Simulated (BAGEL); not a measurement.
# C4H5NO2 (SMILES O=C1CCC(=O)N1) at HF/6-31G(d) (density fitting with cc-pvqz-jkfit, spherical functions)

Aim: the energy change on altering one bond length of C4H5NO2 at HF/6-31G* (density fitting with cc-pvqz-jkfit, spherical functions), from 2 runs. 

Program for the calculation: BAGEL 1.2.2.

### 1 Starting point

C4H5NO2: 12 atoms, total charge 0, spin state singlet. As SMILES, `O=C1CCC(=O)N1`. The shape is that of a PBE0-D4/def2-TZVP optimisation.

Bond lengths: O1–C2 1.200 Å, C2–C3 1.516 Å, C3–C4 1.525 Å, C4–C5 1.516 Å, C5–O6 1.200 Å, C2–N7 1.381 Å, C5–N7 1.381 Å, C3–H8 1.091 Å, C3–H9 1.091 Å, C4–H10 1.091 Å, C4–H11 1.091 Å, N7–H12 1.009 Å. Some angles: O1–C2–C3 127.8°, O1–C2–N7 125.1°, C3–C2–N7 107.0°, C2–C3–C4 105.4°, C3–C4–C5 105.4°, C4–C5–O6 127.8°, C4–C5–N7 107.0°, O6–C5–N7 125.1°, C2–N7–C5 115.1°, C2–C3–H8 108.4°.

### 2 A single-point energy at HF/6-31G(d) (density fitting with cc-pvqz-jkfit, spherical functions)

The input, input.json:

```json
{ "bagel" : [

{
  "title" : "molecule",
  "basis" : "6-31gs.json",
  "df_basis" : "cc-pvqz-jkfit",
  "angstrom" : "true",
  "geometry" : [
    { "atom" : "O", "xyz" : [    1.639280,   -0.871100,    1.691950 ] },
    { "atom" : "C", "xyz" : [    0.885440,   -0.408080,    0.880820 ] },
    { "atom" : "C", "xyz" : [   -0.350350,   -1.052550,    0.285480 ] },
    { "atom" : "C", "xyz" : [   -0.920300,   -0.020680,   -0.681700 ] },
    { "atom" : "C", "xyz" : [    0.015400,    1.168760,   -0.600110 ] },
    { "atom" : "O", "xyz" : [   -0.058340,    2.206240,   -1.199110 ] },
    { "atom" : "N", "xyz" : [    1.001240,    0.845500,    0.312040 ] },
    { "atom" : "H", "xyz" : [   -0.054050,   -1.986800,   -0.194010 ] },
    { "atom" : "H", "xyz" : [   -1.028670,   -1.313250,    1.099360 ] },
    { "atom" : "H", "xyz" : [   -0.954610,   -0.361510,   -1.717620 ] },
    { "atom" : "H", "xyz" : [   -1.925900,    0.314600,   -0.423070 ] },
    { "atom" : "H", "xyz" : [    1.750860,    1.478890,    0.545970 ] }
  ]
},
{ "title" : "hf" },
{ "title" : "print", "file" : "orbitals.molden", "orbitals" : "true" }

]}
```

The basis set 6-31G* is read from a file made from the Basis Set Exchange's data (not shown).

The run is started by

```
$ BAGEL_NUM_THREADS=1 BAGEL input.json > input.out
```

The log of the run:

```text
* using 1 threads per process

  ===============================================================
  ===============================================================

  *** Geometry ***

  { "atom" : "O", "xyz" : [      3.097790,     -1.646140,      3.197322 ] },
  { "atom" : "C", "xyz" : [      1.673239,     -0.771159,      1.664509 ] },
  { "atom" : "C", "xyz" : [     -0.662066,     -1.989031,      0.539479 ] },
  { "atom" : "C", "xyz" : [     -1.739115,     -0.039080,     -1.288226 ] },
  { "atom" : "C", "xyz" : [      0.029102,      2.208636,     -1.134044 ] },
  { "atom" : "O", "xyz" : [     -0.110247,      4.169189,     -2.265989 ] },
  { "atom" : "N", "xyz" : [      1.892069,      1.597763,      0.589670 ] },
  { "atom" : "H", "xyz" : [     -0.102140,     -3.754508,     -0.366626 ] },
  { "atom" : "H", "xyz" : [     -1.943905,     -2.481683,      2.077489 ] },
  { "atom" : "H", "xyz" : [     -1.803951,     -0.683155,     -3.245831 ] },
  { "atom" : "H", "xyz" : [     -3.639424,      0.594508,     -0.799486 ] },
  { "atom" : "H", "xyz" : [      3.308646,      2.794697,      1.031734 ] },

  Number of auxiliary basis functions:      997

  Since a DF basis is specified, we compute 2- and 3-index integrals:
    o Being stored without compression. Storage requirement is 0.093 GB

  Number of basis functions:      108
  Number of electrons      :       52

    * METHOD: MOLECULE                             1.50

  *** RHF ***

  === Nuclear Repulsion ===
   294.0044297045

      * DIIS with orbital gradients will be used.

  === RHF iteration (6-31gs.json) ===
      0       -358.23593055          0.01964478           0.36
      1       -358.43684929          0.01524686           0.36
      2       -358.59470255          0.00230261           0.36
      3       -358.59950001          0.00097451           0.33
      4       -358.60044925          0.00021041           0.31
      5       -358.60055093          0.00011444           0.32
      6       -358.60057382          0.00004804           0.31
      7       -358.60058018          0.00001188           0.32
      8       -358.60058034          0.00000597           0.32
      9       -358.60058037          0.00000169           0.32
     10       -358.60058037          0.00000058           0.32
     11       -358.60058037          0.00000014           0.32
     12       -358.60058037          0.00000007           0.32
     13       -358.60058037          0.00000002           0.32
     14       -358.60058037          0.00000001           0.32
    * SCF iteration converged.

    * Permanent dipole moment:
           (    0.713825,     0.602691,     0.222401) a.u.

    * METHOD: HF                                   5.54

    * METHOD: PRINT                                0.03

  ===============================================================
```

Wall time 7.5 s (1 thread of Arm Neoverse V1, shared host); peak memory 0.3 GiB.

### 3 The distorted shape, same level

The input, input.json:

```json
{ "bagel": [

{
  "title": "molecule",
  "basis": "6-31gs.json",
  "df_basis": "cc-pvqz-jkfit",
  "angstrom": true,
  "geometry": [
    { "atom": "O", "xyz": [    1.680452,   -0.462102,    2.935061 ] },
    { "atom": "C", "xyz": [    0.926612,    0.000918,    2.123931 ] },
    { "atom": "C", "xyz": [   -0.309178,   -0.643552,    1.528591 ] },
    { "atom": "C", "xyz": [   -0.879128,    0.388318,    0.561411 ] },
    { "atom": "C", "xyz": [    0.056572,    1.577758,    0.643001 ] },
    { "atom": "O", "xyz": [   -0.017168,    2.615238,    0.044001 ] },
    { "atom": "N", "xyz": [    1.042412,    1.254498,    1.555151 ] },
    { "atom": "H", "xyz": [   -0.012878,   -1.577802,    1.049101 ] },
    { "atom": "H", "xyz": [   -0.987498,   -0.904252,    2.342471 ] },
    { "atom": "H", "xyz": [   -0.954610,   -0.361510,   -1.717620 ] },
    { "atom": "H", "xyz": [   -1.884728,    0.723598,    0.820041 ] },
    { "atom": "H", "xyz": [    1.792032,    1.887888,    1.789081 ] }
  ]
},
{ "title": "hf" },
{ "title": "print", "file": "orbitals.molden", "orbitals": true }

]}
```

The basis set 6-31G* is read from a file made from the Basis Set Exchange's data (not shown).

The run is started by

```
$ BAGEL_NUM_THREADS=1 BAGEL input.json > input.out
```

The log of the run:

```text
* using 1 threads per process

  ===============================================================
  ===============================================================

  *** Geometry ***

  { "atom" : "O", "xyz" : [      3.175594,     -0.873246,      5.546461 ] },
  { "atom" : "C", "xyz" : [      1.751043,      0.001735,      4.013648 ] },
  { "atom" : "C", "xyz" : [     -0.584262,     -1.216137,      2.888618 ] },
  { "atom" : "C", "xyz" : [     -1.661311,      0.733815,      1.060913 ] },
  { "atom" : "C", "xyz" : [      0.106906,      2.981531,      1.215096 ] },
  { "atom" : "O", "xyz" : [     -0.032443,      4.942084,      0.083150 ] },
  { "atom" : "N", "xyz" : [      1.969873,      2.370658,      2.938809 ] },
  { "atom" : "H", "xyz" : [     -0.024336,     -2.981614,      1.982514 ] },
  { "atom" : "H", "xyz" : [     -1.866101,     -1.708789,      4.426629 ] },
  { "atom" : "H", "xyz" : [     -1.803951,     -0.683155,     -3.245831 ] },
  { "atom" : "H", "xyz" : [     -3.561620,      1.367402,      1.549653 ] },
  { "atom" : "H", "xyz" : [      3.386450,      3.567591,      3.380873 ] },

  Number of auxiliary basis functions:      997

  Since a DF basis is specified, we compute 2- and 3-index integrals:
    o Being stored without compression. Storage requirement is 0.093 GB

  Number of basis functions:      108
  Number of electrons      :       52

    * METHOD: MOLECULE                             1.43

  *** RHF ***

  === Nuclear Repulsion ===
   290.0657317771

      * DIIS with orbital gradients will be used.

  === RHF iteration (6-31gs.json) ===
      0       -357.98313626          0.01953702           0.33
      1       -358.22344649          0.01465763           0.31
      2       -358.37972019          0.00259609           0.32
      3       -358.38597528          0.00133758           0.33
      4       -358.38784063          0.00028176           0.32
      5       -358.38799967          0.00014213           0.32
      6       -358.38803625          0.00006972           0.31
      7       -358.38804725          0.00001926           0.32
      8       -358.38804783          0.00000811           0.33
      9       -358.38804793          0.00000393           0.33
     10       -358.38804795          0.00000213           0.33
     11       -358.38804795          0.00000060           0.34
     12       -358.38804795          0.00000036           0.32
     13       -358.38804795          0.00000018           0.32
     14       -358.38804795          0.00000008           0.32
     15       -358.38804795          0.00000004           0.31
     16       -358.38804795          0.00000002           0.32
     17       -358.38804795          0.00000001           0.33
    * SCF iteration converged.

    * Permanent dipole moment:
           (    0.584608,     0.472904,    -0.352637) a.u.

    * METHOD: HF                                   6.46

    * METHOD: PRINT                                0.03

  ===============================================================
```

Run time: 8.1 s. Hardware: 1 thread of Arm Neoverse V1, shared host; peak memory 0.3 GiB.

### 4 Outcome

Level: HF/6-31G* (density fitting with cc-pvqz-jkfit, spherical functions).

```
                                                          quantity          value
                                         first shape: total energy  -358.60058 Eh
                                        first shape: dipole moment         2.44 D
                                          first shape: HOMO energy      -11.64 eV
                                          first shape: LUMO energy        4.07 eV
                                        first shape: HOMO–LUMO gap       15.71 eV
                                     distorted shape: total energy  -358.38805 Eh
                                    distorted shape: dipole moment         2.11 D
                                      distorted shape: HOMO energy       -9.64 eV
                                      distorted shape: LUMO energy       -0.55 eV
                                    distorted shape: HOMO–LUMO gap        9.10 eV
energy change with the C4–H10 bond stretched from 1.091 to 2.400 Å       5.783 eV
```

One bond (distorted shape) is far stretched, which a spin-restricted single reference describes badly; a broken-symmetry solution may lie lower. With the C4–H10 bond stretched from 1.091 to 2.400 Å the energy rises by 5.78 eV (133 kcal/mol). The first shape isn't relaxed at this level, so the change isn't measured from a minimum. A restricted reference can't describe the breaking bond well at this length.
